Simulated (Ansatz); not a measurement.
# CH₇GeNSi: a ladder of functionals and wavefunction methods

The task here is to estimate one member of a computed series from the others.

Method: functionals in def2-TZVPP, the program's frozen cores in correlated methods; program: Ansatz 0.2.0, Gaussian basis.

The runs, in order: LDA (SPW92), PBE-D4, revPBE-D4, BLYP-D4, r2SCAN-D4, B97M-V, PBE0-D4, B3LYP-D4, r2SCANh-D4, r2SCAN0-D4, HSE06-D4, BHLYP-D4, CAM-B3LYP-D4, LC-ωPBE, ωB97X-V, ωB97M-V, B2PLYP, PBE-QIDH; CCSD(T)/def2-SVP; CCSD(T)/def2-TZVPP; MP2/def2-QZVPP; extrapolation to the limit; RPA on PBE.

### The relaxed structure

The geometry comes from an earlier relaxation with PBE0-D4 in a triple-zeta def2 set; it is a stationary point, not always the lowest conformer.

SMILES `[SiH3]/N=[CH]\[GeH3]`, 11 atoms, charge 0, spin multiplicity 1.

Atoms are counted from 1 here; the program's logs count them from 0.

Bond lengths: Si1–N2 1.738 Å, Si1–H5 1.483 Å, Si1–H6 1.483 Å, Si1–H7 1.494 Å, N2–C3 1.259 Å, C3–Ge4 1.997 Å, C3–H8 1.102 Å, Ge4–H9 1.536 Å, Ge4–H10 1.536 Å, Ge4–H11 1.538 Å. Angles: N2–Si1–H5 107.3°, N2–Si1–H6 107.3°, N2–Si1–H7 113.9°, H5–Si1–H6 110.0°, H5–Si1–H7 109.1°, H6–Si1–H7 109.1°, Si1–N2–C3 129.6°, N2–C3–Ge4 128.4°, N2–C3–H8 117.4°, Ge4–C3–H8 114.2°, C3–Ge4–H9 110.4°, C3–Ge4–H10 110.4°, C3–Ge4–H11 107.6°, H9–Ge4–H10 109.3°, H9–Ge4–H11 109.5°, H10–Ge4–H11 109.5°.

Set-up of the first run:

The input, in.yaml:

```yaml
crystal:
  periodic: [false, false, false]
  atoms:
    - {symbol: Si, position_ang: [-1.068462, 1.487051, -0.449858]}
    - {symbol: N, position_ang: [-1.378496, -0.199081, -0.164268]}
    - {symbol: C, position_ang: [-0.577494, -1.122924, 0.135208]}
    - {symbol: Ge, position_ang: [1.398048, -1.011737, 0.405005]}
    - {symbol: H, position_ang: [-1.528107, 1.793729, -1.826007]}
    - {symbol: H, position_ang: [-1.868154, 2.256239, 0.534032]}
    - {symbol: H, position_ang: [0.369688, 1.869329, -0.317700]}
    - {symbol: H, position_ang: [-0.996423, -2.132940, 0.271964]}
    - {symbol: H, position_ang: [1.728173, -0.043288, 1.550937]}
    - {symbol: H, position_ang: [2.087961, -0.532299, -0.881183]}
    - {symbol: H, position_ang: [1.898568, -2.420978, 0.762371]}
basis:
  gaussian: {orbitals: def2-TZVPP}
hamiltonian: {xc: lda}
output: {orbitals: {seedname: orbitals}}
```

Steps of the session up to this table: LDA; PBE-D4 (GGA); revPBE-D4 (GGA); BLYP-D4 (GGA); r2SCAN-D4 (meta-GGA); B97M-V (meta-GGA); PBE0-D4 (hybrid); B3LYP-D4 (hybrid); r2SCANh-D4 (hybrid); r2SCAN0-D4 (hybrid); HSE06-D4 (hybrid); BHLYP-D4 (hybrid); CAM-B3LYP-D4 (range-separated); LC-ωPBE (range-separated); ωB97X-V (range-separated); ωB97M-V (range-separated); B2PLYP (double hybrid); PBE-QIDH (double hybrid).

One table of the session follows, with a row left open; its other results are not shown here.

It belongs to the step «Frontier levels by functional». 

```
  functional  HOMO (eV)  gap (eV)
 LDA (SPW92)      -5.54      2.87
      PBE-D4      -5.43      2.97
   revPBE-D4      -5.39      3.01
     BLYP-D4      -5.32      3.01
   r2SCAN-D4      -5.66      3.36
      B97M-V          ?         ?
     PBE0-D4      -6.67      5.25
    B3LYP-D4      -6.47      4.84
  r2SCANh-D4      -6.13      4.22
  r2SCAN0-D4      -6.84      5.50
    HSE06-D4      -6.28      4.47
    BHLYP-D4      -7.86      7.60
CAM-B3LYP-D4      -7.99      7.78
     LC-ωPBE      -9.28     10.23
     ωB97X-V      -8.97      9.82
     ωB97M-V      -8.88      9.61
```

Estimate the missing values for B97M-V.

**Answer.** HOMO (eV): -5.83; gap (eV): 3.55. In the column «HOMO (eV)» it lies between r2SCANh-D4 (-6.13) and r2SCAN-D4 (-5.66).
